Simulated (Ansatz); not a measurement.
**CH₃CuS: small, medium and large basis sets**

Aim: see how fast density functionals converge with the basis set for CH₃CuS.

Computed with Ansatz 0.2.0, Gaussian basis. Level: one geometry, several basis sets.

Levels to be run: PBE0-D4/def2-SVP; ωB97M-V/def2-SVP; PBE0-D4/def2-QZVPP; ωB97M-V/def2-QZVPP; the functionals' def2-TZVPP values are taken from earlier runs.

### 1 The geometry

An earlier PBE0-D4 in a triple-zeta def2 set relaxation fixed the geometry.

6 atoms, charge 0, spin multiplicity 1.

Atoms are counted from 1 here; the program's logs count them from 0.

Bond lengths: C1–S2 1.819 Å, C1–H4 1.092 Å, C1–H5 1.089 Å, C1–H6 1.089 Å, S2–Cu3 2.119 Å. Angles: S2–C1–H4 106.3°, S2–C1–H5 112.1°, S2–C1–H6 112.0°, H4–C1–H5 108.3°, H4–C1–H6 108.3°, H5–C1–H6 109.7°, C1–S2–Cu3 104.2°.

As a file:

```xyz
6
CH3CuS
C    -0.3610    0.3494   -0.3194
S     0.1317   -1.3554    0.0814
Cu    1.7270   -1.1267    1.4568
H    -1.1841    0.2714   -1.0325
H     0.4468    0.9088   -0.7899
H    -0.7183    0.8885    0.5573
```

### 2 PBE0-D4 in def2-SVP

The input, in.yaml:

```yaml
crystal:
  periodic: [false, false, false]
  atoms:
    - {symbol: C, position_ang: [-0.361006, 0.349393, -0.319360]}
    - {symbol: S, position_ang: [0.131691, -1.355422, 0.081380]}
    - {symbol: Cu, position_ang: [1.727000, -1.126672, 1.456814]}
    - {symbol: H, position_ang: [-1.184077, 0.271414, -1.032478]}
    - {symbol: H, position_ang: [0.446792, 0.908780, -0.789865]}
    - {symbol: H, position_ang: [-0.718300, 0.888506, 0.557310]}
basis:
  gaussian: {orbitals: def2-SVP}
hamiltonian: {xc: pbe0, dispersion: d4}
output: {orbitals: {seedname: orbitals}}
```

The runs that follow: ωB97M-V in def2-SVP; PBE0-D4 in def2-QZVPP; ωB97M-V in def2-QZVPP.

Q: Predict the results of all the runs planned. Wanted: PBE0-D4: double and triple zeta above quadruple; ωB97M-V: double and triple zeta above quadruple.

As calculated:

| quantity | value |
| --- | --- |
| PBE0-D4: double and triple zeta above quadruple | 13.34, 1.57 eV |
| ωB97M-V: double and triple zeta above quadruple | 13.34, 1.52 eV |

What this shows: For PBE0-D4 the step from double to triple zeta gains 11.77 eV and the next only 1.57 eV. These are total energies; as a rule much of such shifts cancels in differences, which this series doesn't test.
